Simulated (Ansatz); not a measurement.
**C2H4O2Si: small, medium and large basis sets**

An exercise on one series of results from a longer session: the logs are not shown, and one member is left open.

Computed with Ansatz 0.2.0, Gaussian basis. Level: one geometry, several basis sets.

Plan: PBE0-D4/def2-SVP; ωB97M-V/def2-SVP; PBE0-D4/def2-QZVPP; ωB97M-V/def2-QZVPP; the functionals' def2-TZVPP values are taken from earlier runs.

**The geometry**

An earlier PBE0-D4 in a triple-zeta def2 set relaxation fixed the geometry.

SMILES `C=C1O[SiH2]O1`, 9 atoms, charge 0, spin multiplicity 1.

Atoms are counted from 1 here; the program's logs count them from 0.

Bond lengths: C1–C2 1.319 Å, C1–H6 1.079 Å, C1–H7 1.079 Å, C2–O3 1.381 Å, C2–O5 1.381 Å, O3–Si4 1.676 Å, Si4–O5 1.676 Å, Si4–H8 1.478 Å, Si4–H9 1.478 Å. Angles: C2–C1–H6 119.7°, C2–C1–H7 119.7°, H6–C1–H7 120.6°, C1–C2–O3 128.1°, C1–C2–O5 128.1°, O3–C2–O5 103.9°, C2–O3–Si4 87.6°, O3–Si4–O5 80.9°, O3–Si4–H8 115.3°, O3–Si4–H9 115.3°, O5–Si4–H8 115.3°, O5–Si4–H9 115.3°, H8–Si4–H9 111.5°, C2–O5–Si4 87.6°.

Set-up of the first run:

in.yaml reads:

```yaml
crystal:
  periodic: [false, false, false]
  atoms:
    - {symbol: C, position_ang: [0.527269, 1.358452, -1.129590]}
    - {symbol: C, position_ang: [0.157266, 0.383060, -0.322927]}
    - {symbol: O, position_ang: [-0.585192, 0.473589, 0.838160]}
    - {symbol: Si, position_ang: [-0.439968, -1.190517, 0.978332]}
    - {symbol: O, position_ang: [0.421726, -0.967276, -0.442106]}
    - {symbol: H, position_ang: [0.243083, 2.374796, -0.904505]}
    - {symbol: H, position_ang: [1.111275, 1.132600, -2.008404]}
    - {symbol: H, position_ang: [-1.701058, -1.949586, 0.840824]}
    - {symbol: H, position_ang: [0.354099, -1.661519, 2.132915]}
basis:
  gaussian: {orbitals: def2-SVP}
hamiltonian: {xc: pbe0, dispersion: d4}
output: {orbitals: {seedname: orbitals}}
```

Steps of the session up to this table: PBE0-D4 in def2-SVP; ωB97M-V in def2-SVP; PBE0-D4 in def2-QZVPP; ωB97M-V in def2-QZVPP.

One table of the session follows, with a row left open; its other results are not shown here.

It belongs to the step «Density functionals: the series». 

| functional | basis | HOMO (eV) |
| --- | --- | --- |
| PBE0-D4 | def2-SVP | ? |
| PBE0-D4 | def2-TZVPP | -6.64 |
| PBE0-D4 | def2-QZVPP | -6.67 |
| ωB97M-V | def2-SVP | -8.80 |
| ωB97M-V | def2-TZVPP | -8.88 |
| ωB97M-V | def2-QZVPP | -8.91 |

Q: Estimate the row for PBE0-D4, def2-SVP from the others.

The run gave: HOMO (eV): -6.58. In the column «HOMO (eV)» it is the highest.
